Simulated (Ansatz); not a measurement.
# HfS5: the cost of one run

Program: Ansatz 0.2.0. Level of theory: DFT PBE, scalar-relativistic, plane waves, PAW. These are calculated values, not measurements.

### 1 The structure to begin with

The structure is hexagonal, space group P-6m2 (No. 187). Conventional cell: a = 5.147 Å, b = 5.147 Å, c = 7.004 Å, α = 90.00°, β = 90.00°, γ = 120.00°. Around Hf (site symmetry -6m2) lie 6 S at 2.61 Å. S (site symmetry -6m2) is surrounded by 3 S at 2.97 Å. S (site symmetry mm2) is surrounded by 2 S at 1.85 Å and 2 Hf at 2.61 Å.

Coordinates:

```xyz
6
Lattice="5.1466 0.0000 0.0000 -2.5733 4.4571 0.0000 0.0000 0.0000 7.0038" Properties=species:S:1:pos:R:3 pbc="T T T"
Hf    0.0000    2.9714    3.5019
S     0.0000    0.0000    0.0000
S     3.4980    0.9518    3.5019
S     2.5733    2.5534    3.5019
S     1.6486    0.9518    3.5019
S     2.5733    1.4857    0.0000
```

The cell is invented: random cell by space group and Wyckoff sites (P-6m2, No. 187). Its size is a rough estimate.

### 2 The guess as it stands, on a coarse mesh

The input, input.yaml:

```yaml
crystal:
  lattice:
    - [5.14658272, 0.0, 0.0]
    - [-2.57329136, 4.45707138, 0.0]
    - [0.0, 0.0, 7.00375287]
  atoms:
    - { symbol: Hf, position: [0.33333333, 0.66666667, 0.5] }
    - { symbol: S, position: [0.0, 0.0, 0.0] }
    - { symbol: S, position: [0.78644747, 0.21355253, 0.5] }
    - { symbol: S, position: [0.78644747, 0.57289494, 0.5] }
    - { symbol: S, position: [0.42710506, 0.21355253, 0.5] }
    - { symbol: S, position: [0.66666667, 0.33333333, 0.0] }
basis:
  ecutwfc: 420
kpoints:
  mp_grid: { grid: [6, 6, 4] }
hamiltonian:
  xc: pbe
scf:
  occupations: { method: gaussian, width: 0.1 }
  lower_state_search: "off"
output:
  forces: true
  stress: true
  eigenvalues: true
```

Run with:

```sh
$ ansatz run input.yaml --threads 1 --pin off --max-ram 2560MiB --backend cpu --events-out ev --progress --plain --runs-dir out
```

What time and memory should one allow on 1 thread of Intel Xeon at 2.50GHz (Skylake/Cascade Lake), shared host?

About 18 s, with a peak of 0.42 GiB.
